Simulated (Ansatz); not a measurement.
**C₃H₈OSn: small, medium and large basis sets**

One table from this session's results is given with a row withheld; the runs are named, their logs left out.

The runs use Ansatz 0.2.0, Gaussian basis; one geometry, several basis sets.

Levels to be run: PBE0-D4/def2-SVP; ωB97M-V/def2-SVP; PBE0-D4/def2-QZVPP; ωB97M-V/def2-QZVPP; the functionals' def2-TZVPP values are taken from earlier runs.

## Structure used throughout

An earlier PBE0-D4 in a triple-zeta def2 set relaxation fixed the geometry. Sn takes the def2 core potential; no spin-orbit term is included.

SMILES `C[CH](C)[Sn][OH]`, 13 atoms, charge 0, spin multiplicity 1.

Atoms are counted from 1 here; the program's logs count them from 0.

Bond lengths: C1–C2 1.522 Å, C1–H6 1.098 Å, C1–H7 1.095 Å, C1–H8 1.096 Å, C2–C3 1.522 Å, C2–Sn4 2.223 Å, C2–H9 1.096 Å, C3–H10 1.095 Å, C3–H11 1.096 Å, C3–H12 1.098 Å, Sn4–O5 1.985 Å, O5–H13 0.961 Å. Angles: C2–C1–H6 111.4°, C2–C1–H7 112.6°, C2–C1–H8 111.8°, H6–C1–H7 107.0°, H6–C1–H8 106.6°, H7–C1–H8 107.1°, C1–C2–C3 111.7°, C1–C2–Sn4 110.5°, C1–C2–H9 108.9°, C3–C2–Sn4 110.7°, C3–C2–H9 108.9°, Sn4–C2–H9 106.0°, C2–C3–H10 112.6°, C2–C3–H11 111.8°, C2–C3–H12 111.4°, H10–C3–H11 107.1°, H10–C3–H12 107.0°, H11–C3–H12 106.6° and more.

Set-up of the first run:

The input, in.yaml:

```yaml
crystal:
  periodic: [false, false, false]
  atoms:
    - {symbol: C, position_ang: [-0.273133, 0.074021, -1.366020]}
    - {symbol: C, position_ang: [0.701275, 0.198871, -0.203646]}
    - {symbol: C, position_ang: [0.119261, 1.025573, 0.933600]}
    - {symbol: Sn, position_ang: [1.310964, -1.812482, 0.519195]}
    - {symbol: O, position_ang: [-0.509522, -2.372397, 1.079222]}
    - {symbol: H, position_ang: [-0.577426, 1.059356, -1.742200]}
    - {symbol: H, position_ang: [0.151405, -0.474254, -2.213279]}
    - {symbol: H, position_ang: [-1.191550, -0.446966, -1.073465]}
    - {symbol: H, position_ang: [1.618712, 0.681873, -0.560198]}
    - {symbol: H, position_ang: [0.829041, 1.169073, 1.754663]}
    - {symbol: H, position_ang: [-0.775713, 0.559158, 1.360274]}
    - {symbol: H, position_ang: [-0.180927, 2.024374, 0.591036]}
    - {symbol: H, position_ang: [-1.201890, -1.720901, 0.935719]}
basis:
  gaussian: {orbitals: def2-SVP}
hamiltonian: {xc: pbe0, dispersion: d4}
output: {orbitals: {seedname: orbitals}}
```

The run is started by

```
ansatz run in.yaml --threads 8 --pin off --events-out ev --progress --plain --max-ram 18278MiB
```

Steps of the session up to this table: PBE0-D4 in def2-SVP; ωB97M-V in def2-SVP; PBE0-D4 in def2-QZVPP; ωB97M-V in def2-QZVPP.

One of the session's tables, all rows but one given; the rest of the session is left out.

It belongs to the step «Density functionals: the series». 

```
functional       basis  HOMO (eV)  LUMO (eV)
   PBE0-D4    def2-SVP      -5.98      -2.03
   PBE0-D4  def2-TZVPP      -6.04      -2.15
   PBE0-D4  def2-QZVPP      -6.06      -2.18
   ωB97M-V    def2-SVP      -8.02      -0.22
   ωB97M-V  def2-TZVPP      -8.09      -0.43
   ωB97M-V  def2-QZVPP          ?          ?
```

**Question.** Estimate the row for ωB97M-V, def2-QZVPP.

As computed: HOMO (eV): -8.11; LUMO (eV): -0.49. In the column «HOMO (eV)» it is the lowest.
